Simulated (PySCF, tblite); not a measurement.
**C3H6ClOSi2 radical: geometry, infrared bands and EPR parameters**

Aim: predict the infrared bands and EPR parameters of C3H6ClOSi2 radical (`C#CC[Si](Cl)O[SiH3]`).

The runs use tblite 0.8.0 and PySCF 2.14.0, with density-fitted response routines of our own; the level of theory stands in each step. All values are computed, except where a source is named. Atoms are numbered from 0 throughout.

**1. The starting structure**

13 atoms, charge 0, multiplicity 2; geometry from: force field or distance geometry start.

Bonds of the start (Å): C0–C1 1.19, C1–C2 1.49, C2–Si3 1.86, Si3–Cl4 2.06, Si3–O5 1.65, O5–Si6 1.66, C0–H7 1.07, C2–H8 1.09, C2–H9 1.10, Si6–H10 1.48, Si6–H11 1.49, Si6–H12 1.48.

**2. Optimising the geometry with GFN2-xTB**

What the job is given:

```
{"job": {"kind": "relax", "xc": "GFN2-xTB", "basis": "xTB"}, "charge": 0, "multiplicity": 2}
C     -2.153200     1.632400    -0.446000
C     -1.823900     0.489600    -0.407800
C     -1.405600    -0.933300    -0.325700
Si     0.228500    -1.278600    -1.143000
Cl     0.502700    -3.319000    -1.216100
O      1.542100    -0.707600    -0.316300
Si     2.154200     0.740600     0.214000
H     -2.465600     2.659600    -0.476100
H     -1.372900    -1.247300     0.721400
H     -2.191600    -1.541800    -0.805600
H      2.191100     1.690200    -0.918600
H      1.272400     1.274800     1.284700
H      3.517300     0.540800     0.759900
```

Started as:

```
$ OMP_NUM_THREADS=1 python probes_run.py task.json out
```

This one command runs all jobs of the session in turn.

**Question.** This job is followed by: GFN2-xTB harmonic vibrations, gas phase; UKS B3LYP, pcH-1 on C Cl H O Si, non-relativistic, mean-field spin-orbit, GIAO. What will the session give for the following? strongest single infrared mode (GFN2-xTB); zero-point energy (GFN2-xTB); g(iso) (B3LYP); ⟨S²⟩; largest a(iso) (averaged by class); surface potential, 1st and 99th percentile.

As calculated:

```
                                 quantity                    value
strongest single infrared mode (GFN2-xTB)    1069 cm⁻¹, 550 km/mol
             zero-point energy (GFN2-xTB)            47.2 kcal/mol
                           g(iso) (B3LYP)                  2.00276
                                     ⟨S²⟩       0.751 (exact 0.75)
       largest a(iso) (averaged by class)  29Si on Si3, -895.8 MHz
    surface potential, 1st and 99th percentile       -0.68 V and 1.58 V
```

What this shows: The optimisation took 60 steps and gained 0.263 eV; among the close pairs (by a distance rule), C2–Si3 changed most, from 1.859 to 1.930 Å. The lowest mode is imaginary (27i cm⁻¹), so the xTB geometry is not a minimum. The strongest single mode, at 1069 cm⁻¹, moves mainly O5. Unscaled tight-binding wavenumbers are off by several per cent, some by more. Its intensities can rank the bands wrongly. Most of the unpaired spin sits on Si3 (0.79 e). The isotropic g lies 0.4 ppt above the free-electron value.
